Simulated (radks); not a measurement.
**In⁺ in [Kr] 4d10 5s2: an all-electron calculation**

The task here is to estimate one member of a computed series from the others.

The numbers are computed with radks (a radial shooting solver on a logarithmic mesh, Libxc functionals) version 1 (scalar-relativistic Kohn-Sham, PBEsol, spin-unpolarised, spherical densities, point nucleus), except any that are marked as measured or tabulated.

### The system

* element: indium (Z = 49)
* charge: +1
* electrons: 48
* configuration: [Kr] 4d10 5s2

The outer shells:

In⁺
```
[Kr] core
4d [↑↓][↑↓][↑↓][↑↓][↑↓]
5s [↑↓]
```

The first run:

The run's settings:

```text
Z 49
configuration [Kr] 4d10 5s2
relativity scalar-relativistic
functional pbe_sol,pbe_sol
spin unpolarised
nucleus point
c 137.035999084
```

Run with:

```console
python run_ks.py task.json out
```

The same process makes all the runs of this session.

Steps of the session up to this table: Self-consistent calculation.

One table of the session follows, with a row left open; its other results are not shown here.

It belongs to the step «Radial structure». Sizes of the orbitals, from the radial functions (bohr):

| level | <r> | outermost maximum (interpolated) | 90 % within | nodes |
| --- | --- | --- | --- | --- |
| 1s | 0.02972 | 0.0192 | 0.0534 | 0 |
| 2s | 0.1286 | 0.109 | 0.199 | 1 |
| 2p | 0.1122 | 0.0869 | 0.183 | 0 |
| 3s | 0.3488 | 0.316 | 0.513 | 2 |
| 3p | 0.3473 | 0.309 | 0.522 | 1 |
| 3d | ? | ? | ? | ? |
| 4s | 0.8480 | 0.769 | 1.23 | 3 |
| 4p | 0.9219 | 0.816 | 1.36 | 2 |
| 4d | 1.179 | 0.932 | 1.86 | 1 |
| 5s | 2.470 | 2.11 | 3.64 | 4 |

Estimate the missing values for 3d.

**Answer.** <r>: 0.3245; outermost maximum (interpolated): 0.258; 90 % within: 0.512; nodes: 0. In the column «<r>» it lies between 2s (0.1286) and 3p (0.3473).
